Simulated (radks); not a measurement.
# Ionisation of Mg⁹⁺: one atom, several choices of exchange strength α

How much does the choice of exchange strength α matter for taking an electron from Mg⁹⁺? Both Mg⁹⁺ ([He] 2s1) and Mg¹⁰⁺ ([He]) are run for each choice.

Method: Dirac Kohn-Sham, spin-unpolarised, spherical densities, point nucleus. Code: radks (a radial shooting solver on a logarithmic mesh, Libxc functionals) version 1.

### Step 1. The system

```
element       : magnesium (Z = 12)
charge        : +9
electrons     : 3
configuration : [He] 2s1
ion           : Mg¹⁰⁺, [He]
choices       : α = 0.616; α = 0.639; α = 0.667; α = 0.748; α = 0.774; α = 0.872; α = 0.934
```

The outer shells:

Mg⁹⁺
```
[He] core
2s [↑ ]
```

Mg¹⁰⁺
```
1s [↑↓]
```

### Step 2. α = 0.616: Mg⁹⁺

Settings of this run:

```text
Z 12
configuration [He] 2s1
relativity Dirac
functional xalpha 0.616
spin unpolarised
j_filling energy
nucleus point
c 137.035999084
```

### Step 3. α = 0.616: Mg¹⁰⁺

Input: that of step 2 with these lines changed.

```diff
@@ -1,3 +1,3 @@
 Z 12
-configuration [He] 2s1
+configuration [He]
 relativity Dirac
```

### Step 4. α = 0.639: Mg⁹⁺

Settings of this run:

```text
Z 12
configuration [He] 2s1
relativity Dirac
functional xalpha 0.639
spin unpolarised
j_filling energy
nucleus point
c 137.035999084
```

### Step 5. α = 0.639: Mg¹⁰⁺

Input: that of step 4 with these lines changed.

```diff
@@ -1,3 +1,3 @@
 Z 12
-configuration [He] 2s1
+configuration [He]
 relativity Dirac
```

### Step 6. α = 0.667: Mg⁹⁺

Settings of this run:

```text
Z 12
configuration [He] 2s1
relativity Dirac
functional xalpha 0.667
spin unpolarised
j_filling energy
nucleus point
c 137.035999084
```

### Step 7. α = 0.667: Mg¹⁰⁺

Input: that of step 6 with these lines changed.

```diff
@@ -1,3 +1,3 @@
 Z 12
-configuration [He] 2s1
+configuration [He]
 relativity Dirac
```

### Step 8. α = 0.748: Mg⁹⁺

Settings of this run:

```text
Z 12
configuration [He] 2s1
relativity Dirac
functional xalpha 0.748
spin unpolarised
j_filling energy
nucleus point
c 137.035999084
```

### Step 9. α = 0.748: Mg¹⁰⁺

Input: that of step 8 with these lines changed.

```diff
@@ -1,3 +1,3 @@
 Z 12
-configuration [He] 2s1
+configuration [He]
 relativity Dirac
```

### Step 10. α = 0.774: Mg⁹⁺

Settings of this run:

```text
Z 12
configuration [He] 2s1
relativity Dirac
functional xalpha 0.774
spin unpolarised
j_filling energy
nucleus point
c 137.035999084
```

### Step 11. α = 0.774: Mg¹⁰⁺

Input: that of step 10 with these lines changed.

```diff
@@ -1,3 +1,3 @@
 Z 12
-configuration [He] 2s1
+configuration [He]
 relativity Dirac
```

### Step 12. α = 0.872: Mg⁹⁺

Settings of this run:

```text
Z 12
configuration [He] 2s1
relativity Dirac
functional xalpha 0.872
spin unpolarised
j_filling energy
nucleus point
c 137.035999084
```

### Step 13. α = 0.872: Mg¹⁰⁺

Input: that of step 12 with these lines changed.

```diff
@@ -1,3 +1,3 @@
 Z 12
-configuration [He] 2s1
+configuration [He]
 relativity Dirac
```

### Step 14. α = 0.934: Mg⁹⁺

Settings of this run:

```text
Z 12
configuration [He] 2s1
relativity Dirac
functional xalpha 0.934
spin unpolarised
j_filling energy
nucleus point
c 137.035999084
```

### Step 15. α = 0.934: Mg¹⁰⁺

Input: that of step 14 with these lines changed.

```diff
@@ -1,3 +1,3 @@
 Z 12
-configuration [He] 2s1
+configuration [He]
 relativity Dirac
```

Q: Predict the outcome of this session. Wanted: for each run, exchange strength α; E(Mg⁹⁺); Δ-SCF; −ε(HOMO); <r> HOMO; error.

The runs gave:

| exchange strength α | E(Mg⁹⁺) (hartree) | Δ-SCF (eV) | −ε(HOMO) (eV) | <r> HOMO (bohr) | error (eV) |
| --- | --- | --- | --- | --- | --- |
| α = 0.616 | -148.61557 | 360.61 | 342.59 | 0.5614 | -6.88 |
| α = 0.639 | -148.85851 | 361.38 | 343.48 | 0.5607 | -6.11 |
| α = 0.667 | -149.15457 | 362.31 | 344.56 | 0.5599 | -5.18 |
| α = 0.748 | -150.01285 | 365.02 | 347.70 | 0.5575 | -2.46 |
| α = 0.774 | -150.28892 | 365.90 | 348.72 | 0.5567 | -1.59 |
| α = 0.872 | -151.33206 | 369.20 | 352.55 | 0.5538 | +1.71 |
| α = 0.934 | -151.99407 | 371.29 | 354.98 | 0.5520 | +3.80 |

In words: The NIST Atomic Spectra Database lists 367.49 eV (theoretical). The smallest miss is that of α = 0.774 (-1.59 eV), the largest that of α = 0.616 (-6.88 eV). The ionisation energies span 10.68 eV, the total energies of Mg⁹⁺ 91.9 eV: most of the change in the total cancels in the difference. α = 2/3 is LDA exchange; there is no correlation term. The tabulated value is met near α = 0.82. Spin polarisation and multiplet splitting are left out, so open shells lie too high by an amount that depends on their filling.
